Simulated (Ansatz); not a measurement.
# Ba (Barium): the cost of one run

Program: Ansatz 0.2.0. Level of theory: DFT PBE, scalar-relativistic, plane waves, PAW. These are calculated values, not measurements.

The COD entry's cell or inner coordinates are ideal or old and differ from later refinements, so a difference from it is no clean test against experiment.

1 further run of the same task is left out (set aside as unsound or not needed).

**1. Starting point**

The structure is cubic, space group Im-3m (No. 229). The conventional cell has a = 5.013 Å, b = 5.013 Å, c = 5.013 Å, α = 90.00°, β = 90.00°, γ = 90.00°. Ba (site symmetry m-3m) has 8 Ba at 4.34 Å as nearest neighbours.

As a file:

```cif
data_structure
_symmetry_space_group_name_H-M 'Im-3m'
_symmetry_Int_Tables_number 229
_cell_length_a 5.0130
_cell_length_b 5.0130
_cell_length_c 5.0130
_cell_angle_alpha 90.000
_cell_angle_beta 90.000
_cell_angle_gamma 90.000
_cell_volume 125.98
loop_
_atom_site_label
_atom_site_type_symbol
_atom_site_symmetry_multiplicity
_atom_site_Wyckoff_symbol
_atom_site_fract_x
_atom_site_fract_y
_atom_site_fract_z
_atom_site_occupancy
Ba1 Ba 2 a 0.00000 0.00000 0.00000 1
```

It is the result of an earlier relaxation at this level (volume 62.99 Å³/atom; gap on the mesh: none (metal)).

**2. Static run: bands, density of states and charges**

The input, input.yaml:

```yaml
crystal:
  lattice:
    - [-2.5065, 2.5065, 2.5065]
    - [2.5065, -2.5065, 2.5065]
    - [2.5065, 2.5065, -2.5065]
  atoms:
    - { symbol: Ba, position: [0.0, 0.0, 0.0] }
basis:
  ecutwfc: 420
kpoints:
  mp_grid: { grid: [12, 12, 12] }
  band_path:
    path:
      - [[0.0, 0.0, 0.0], [0.5, -0.5, 0.5], [0.0, 0.0, 0.5], [0.0, 0.0, 0.0], [0.25, 0.25, 0.25], [0.5, -0.5, 0.5]]
      - [[0.25, 0.25, 0.25], [0.0, 0.0, 0.5]]
    npoints: 14
hamiltonian:
  xc: pbe
scf:
  occupations: { method: gaussian, width: 0.1 }
  n_extra_bands: 6
output:
  forces: true
  stress: true
  eigenvalues: true
  populations: true
  dos: { projected: true, de: 0.02, nscf_kmesh: { grid: [18, 18, 18] } }
  bader: true
  write_density: true
  write_potential: true
  elf: true
  volumetric_format: npy
```

The run is started by

```sh
$ ansatz run input.yaml --threads 1 --pin off --max-ram 2560MiB --backend cpu --events-out ev --progress --plain --runs-dir out
```

Q: Estimate wall time and peak memory on 1 thread of Arm Neoverse N1, shared host.

About 19 s, with a peak of 0.35 GiB.
